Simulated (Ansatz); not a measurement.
# TiOF: the cost of one run

All numbers are computed with Ansatz 0.2.0 through its Python package. Level of theory: DFT PBEsol, plane waves, norm-conserving potentials.

### Step 1. The structure

The structure is tetragonal, space group P4/mmm (No. 123). Conventional cell: a = 2.862 Å, b = 2.862 Å, c = 3.935 Å, α = 90.00°, β = 90.00°, γ = 90.00°. Ti (site symmetry 4/mmm) is surrounded by 2 F at 1.97 Å and 4 O at 2.02 Å. O (site symmetry 4/mmm) is surrounded by 4 Ti at 2.02 Å. F (site symmetry 4/mmm) is surrounded by 2 Ti at 1.97 Å.

The script reads tiof.xyz:

```xyz
3
Lattice="2.86245999 0.0 0.0 0.0 2.86245999 0.0 0.0 0.0 3.93520584" Properties=species:S:1:pos:R:3 pbc="T T T"
Ti    0.00000000    0.00000000    0.00000000
O     1.43122999    1.43122999    0.00000000
F     0.00000000    0.00000000    1.96760292
```

### Step 2. Script

Contents of zeeman.py:

```python
"""Spin moment of TiOF in a magnetic field."""

import warnings

import ansatz as az
import numpy as np

XC = "PBEsol"
MESH = (5, 5, 4)
EXTRA_BANDS = 4


def main() -> None:
    warnings.simplefilter("ignore", az.DeckWarning)

    tiof = az.Crystal.from_extxyz("tiof.xyz")

    calc = (
        tiof.calculation()
        .functional(XC)
        .pseudopotentials("nc")
        .kpoints(*MESH)
        .occupations(az.OccupationsMethod.COLD, width=100 * az.meV)
        .scf(extra_bands=EXTRA_BANDS)
        .spin("collinear")
    )
    # the field acts on the spins alone; such large fields lift the response over the noise
    rows = []
    for tesla in [0, 250, 500]:
        data = (calc.magnetic_field(tesla) if tesla else calc).run().report
        rows.append((tesla, data["magnetization_mub"], data["free_energy_ev"], data["components"].get("e_zeeman", 0.0)))
    for row in rows:
        print("; ".join(f"{name} = {round(v, 4) if isinstance(v, float) else v}" for name, v in zip(["B (T)", "moment muB", "F eV", "Zeeman term eV"], row)))
    slope = np.polyfit([row[0] for row in rows], [row[1] for row in rows], 1)[0]
    print(f"dM/dB = {1000 * slope:.4f} muB per 1000 T per cell")


if __name__ == "__main__":
    main()
```

### Step 3. Launch

Launch:

```
$ python zeeman.py
```

**Question.** How long does this script take on 1 thread of Arm Neoverse V1, shared host, and how much memory does it need?

About 21 s, with a peak of 0.4 GiB.
